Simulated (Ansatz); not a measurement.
H₃O₄Si (charge -1), SMILES [O-][Si](O)(O)O: a rigid torsion scan, run with Ansatz 0.2.0 through its Python package.

The script, `h3o4si.py`:
```python
# -*- coding: utf-8 -*-
"""Rigid torsion scan of H3O4Si(-)."""

import warnings

import ansatz as az
from ase import Atoms


def main():
    warnings.simplefilter("ignore", az.DeckWarning)

    atoms = Atoms(["O", "Si", "O", "O", "O", "H", "H", "H"], positions=[
        [-1.52317, 0.21129, 0.88668],
        [-0.19974, 0.02827, 0.11698],
        [1.2012, -0.0633, 1.04753],
        [0.19639, 1.23812, -0.98591],
        [-0.07242, -1.35815, -0.83066],
        [1.23991, 0.67453, 1.64576],
        [-0.53983, 1.39066, -1.56759],
        [-0.30235, -2.12143, -0.31277],
    ])

    # start the scan from a relaxed geometry
    first = (
        az.Crystal.molecule_from_ase(atoms).calculation()
        .basis(gaussian="6-31G*")
        .functional("CAM-B3LYP")
        .charge(-1)
        .relax(force_tolerance=0.02, max_steps=80)
    )
    atoms.positions = first.run(threads=1).report["positions_ang"]

    start = atoms.get_dihedral(0, 1, 3, 6)
    energies = {}
    for turn in range(0, 360, 40):
        turned = atoms.copy()
        turned.set_dihedral(0, 1, 3, 6, start + turn, indices=[3, 6])
        job = (
            az.Crystal.molecule_from_ase(turned).calculation()
            .basis(gaussian="6-31G*")
            .functional("CAM-B3LYP")
            .charge(-1)
        )
        energies[round((start + turn) % 360)] = job.run(threads=1).report["free_energy_ev"]
    floor = min(energies.values())
    print("dihedral O0-Si1-O3-H6 (deg)   E - E(min) (eV)")
    for angle, e in sorted(energies.items()):
        print(f"{angle:8d} {(e - floor):14.3f}  " + "#" * int(30 * (e - floor) / max(max(energies.values()) - floor, 1e-9)))


if __name__ == "__main__":
    main()
```

Where along the turn do the lowest and the highest point lie, and how far apart are they?

The lowest point is at 342° and the highest at 62°, 0.099 eV (9.6 kJ/mol) above it, with the rest of the molecule held.

What the script printed:

```console
$ python h3o4si.py
dihedral O0-Si1-O3-H6 (deg)   E - E(min) (eV)
      22          0.042  ############
      62          0.099  ##############################
     102          0.078  #######################
     142          0.060  ##################
     182          0.077  #######################
     222          0.077  #######################
     262          0.056  ################
     302          0.029  ########
     342          0.000
```

Caveats:
- The scan is rigid and the energies are electronic, in a modest basis. With rigid groups the curve can differ much from the relaxed path, the start wasn't checked as a minimum of this torsion, and equivalent turns needn't return to the same energy.
- Anions want diffuse functions, which this basis lacks.
- Timing: 68 s on 1 thread of Arm Neoverse V1, on a shared host, peak memory 0.27 GiB.
